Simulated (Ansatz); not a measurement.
# FeNi3: the cost of one run

Program: Ansatz 0.2.0 through its Python package. Level of theory: DFT r2SCAN, plane waves, PAW. These are calculated values, not measurements.

## 1. The structure

It takes space group I4/mmm (No. 139, tetragonal). The conventional cell has a = 3.534 Å, b = 3.534 Å, c = 7.079 Å, α = 90.00°, β = 90.00°, γ = 90.00°. Fe (site symmetry 4/mmm) is surrounded by 12 Ni at 2.50 Å. Ni (site symmetry 4/mmm) has 4 Fe at 2.50 Å and 8 Ni at 2.50 Å as nearest neighbours. Ni (site symmetry -4m2) is surrounded by 8 Ni at 2.50 Å and 4 Fe at 2.50 Å.

The script holds or builds the structure itself.

## 2. Script

File smear_feni3.py:

```python
"""How the energy of FeNi3 depends on the smearing."""

import warnings

import ansatz
import matplotlib.pyplot as plt

warnings.simplefilter("ignore", ansatz.DeckWarning)

lattice = ansatz.Lattice.of(
    (-1.766979, 1.766979, 3.539592),
    (1.766979, -1.766979, 3.539592),
    (1.766979, 1.766979, -3.539592),
)
sites = [
    ("Fe", (0.0, 0.0, 0.0), 4.5),
    ("Ni", (0.5, 0.5, 0.0), -2.0),
    ("Ni", (0.75, 0.25, 0.5), 2.0),
    ("Ni", (0.25, 0.75, 0.5), -2.0),
]
crystal = ansatz.Crystal(lattice=lattice)
for symbol, position, moment in sites:
    crystal = crystal.atom(symbol, position, moment=moment or None)

calc = (
    crystal.calculation()
    .kpoints(length=24)
    .spin(ansatz.SpinTreatment.COLLINEAR)
    .functional("r2scan")
)

rows = []
for value in [0.5, 0.3, 0.2, 0.1]:
    rep = calc.occupations("methfessel_paxton", width=value).run(threads=1).report
    rows.append((value, rep["free_energy_ev"] / len(rep["lattice"]["sites"]), rep["n_iterations"], rep["magnetization_mub"], rep["n_kpoints"]))

print("  width (eV)   F/atom (eV)    iterations  moment (muB)      k-points")
for row in rows:
    print(f"{str(row[0]):>12s}  {row[1]:12.5f}  {row[2]:12d}  {row[3]:12.3f}  {row[4]:12d}")

# differences from the last row
for row in rows[:-1]:
    shift = 1000 * (row[1] - rows[-1][1])
    print(f"{row[0]}: {shift:+.2f} meV/atom" + ("  (within 2 meV)" if abs(shift) < 2 else ""))
plt.figure(figsize=(4.5, 3))
plt.plot([str(row[0]) for row in rows], [1000 * (row[1] - rows[-1][1]) for row in rows], "o-")
plt.xlabel("width (eV)")
plt.ylabel("F - F(last) (meV/atom)")
plt.tight_layout()
plt.savefig("smear.png", dpi=100)
```

## 3. What the engine is handed

The engine receives this input (first run):

```yaml
crystal:
  lattice:
    - [-1.766979, 1.766979, 3.539592]
    - [1.766979, -1.766979, 3.539592]
    - [1.766979, 1.766979, -3.539592]
  atoms:
    - { symbol: Fe, position: [0.0, 0.0, 0.0], spin: 4.5 }
    - { symbol: Ni, position: [0.5, 0.5, 0.0], spin: -2.0 }
    - { symbol: Ni, position: [0.75, 0.25, 0.5], spin: 2.0 }
    - { symbol: Ni, position: [0.25, 0.75, 0.5], spin: -2.0 }
kpoints:
  mp_grid:
    grid: [8, 8, 10]
hamiltonian:
  xc: r2scan
magnetization:
  spin_polarized: true
scf:
  occupations:
    method: methfessel_paxton
    width: 0.5
```

## 4. Launch

The run is started by

```
$ python smear_feni3.py
```

Q: Estimate wall time and peak memory on 1 thread of Arm Neoverse V1, shared host.

About 36 min, with a peak of 1.1 GiB.
